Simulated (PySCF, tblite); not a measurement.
**C₂H₇Cl₃P₂Si₂: geometry, infrared bands and NMR shifts**

What infrared bands and NMR shifts should C₂H₇Cl₃P₂Si₂ (`C[Si]1(C(Cl)(Cl)Cl)P[SiH2]P1`) show?

Computed with tblite 0.8.0 and PySCF 2.14.0, with density-fitted response routines of our own, on a single molecule in the gas phase. Atoms count from 0, in the outputs and in this text.

**1. Starting geometry**

16 atoms, charge 0, multiplicity 1; geometry from: force field or distance geometry start.

Bonds of the start (Å): C0–Si1 1.84, Si1–C2 1.84, C2–Cl3 1.79, C2–Cl4 1.78, C2–Cl5 1.80, Si1–P6 2.25, P6–Si7 2.20, Si7–P8 2.21, P8–Si1 2.25, C0–H9 1.10, C0–H10 1.08, C0–H11 1.10, P6–H12 1.42, Si7–H13 1.48, Si7–H14 1.48, P8–H15 1.42.

**2. Geometry optimisation with GFN2-xTB**

What the job is given:

```
{"job": {"kind": "relax", "xc": "GFN2-xTB", "basis": "xTB"}, "charge": 0, "multiplicity": 1}
C     -0.504700     1.519100    -1.386500
Si    -0.448100     0.088100    -0.238300
C     -2.087600    -0.523300     0.324600
Cl    -2.960200     0.805600     1.150800
Cl    -1.925800    -1.906600     1.439000
Cl    -3.051100    -1.026100    -1.104800
P      1.032200     0.467100     1.408200
Si     2.486800    -0.197000    -0.106300
P      0.943600    -1.495600    -1.013300
H     -1.074500     1.268300    -2.289200
H      0.473900     1.863200    -1.701800
H     -1.021500     2.372500    -0.920000
H      0.876200    -0.778500     2.077200
H      3.605700    -0.973600     0.465700
H      2.845400     0.915900    -1.016700
H      0.802100    -2.390000     0.081100
```

Launch:

```sh
OMP_NUM_THREADS=1 python probes_run.py task.json out
```

One launch serves the whole session: the jobs run in the order shown.

**Question.** This job is followed by: GFN2-xTB harmonic vibrations, gas phase; GIAO PBE0/pcSseg-1 NMR shielding, non-relativistic, gas phase. Predict these results of the whole session: strongest single infrared mode (GFN2-xTB); zero-point energy (GFN2-xTB); 13C shifts against TMS (PBE0/pcSseg-1); 1H shifts against TMS (PBE0/pcSseg-1, means over atoms taken as alike); 29Si shifts against TMS (PBE0/pcSseg-1); 35Cl shifts against HCl (PBE0/pcSseg-1, means over atoms taken as alike); 31P shifts against H3PO4 (PBE0/pcSseg-1, means over atoms taken as alike).

**Answer**, as computed:

```
                                                                 quantity                       value
                                strongest single infrared mode (GFN2-xTB)        727 cm⁻¹, 271 km/mol
                                             zero-point energy (GFN2-xTB)               51.2 kcal/mol
                                   13C shifts against TMS (PBE0/pcSseg-1)              115.9, 4.5 ppm
   1H shifts against TMS (PBE0/pcSseg-1, means over atoms taken as alike)  4.80, 4.54, 3.15, 0.79 ppm
                                  29Si shifts against TMS (PBE0/pcSseg-1)             25.5, -77.0 ppm
 35Cl shifts against HCl (PBE0/pcSseg-1, means over atoms taken as alike)                     405 ppm
31P shifts against H3PO4 (PBE0/pcSseg-1, means over atoms taken as alike)                  -224.2 ppm
```

The optimisation took 82 steps and gained 0.596 eV; among the close pairs (by a distance rule), Si1–C2 changed most, from 1.838 to 1.952 Å. No mode is imaginary among the 42: a minimum at this level. The strongest single mode, at 727 cm⁻¹, moves mainly H14 and H13. GFN2-xTB is a fitted tight-binding method: band positions and strengths are rough. Its intensities can rank the bands wrongly. C2 stands next to heavy halogen, whose spin-orbit shielding this run leaves out, so the computed shift lies too far downfield, most of all for carbon beside Br or I. At PBE0/pcSseg-1: The widest tensor belongs to Cl3, Cl4, Cl5: span 728 ppm, with a paramagnetic part of -601 ppm.
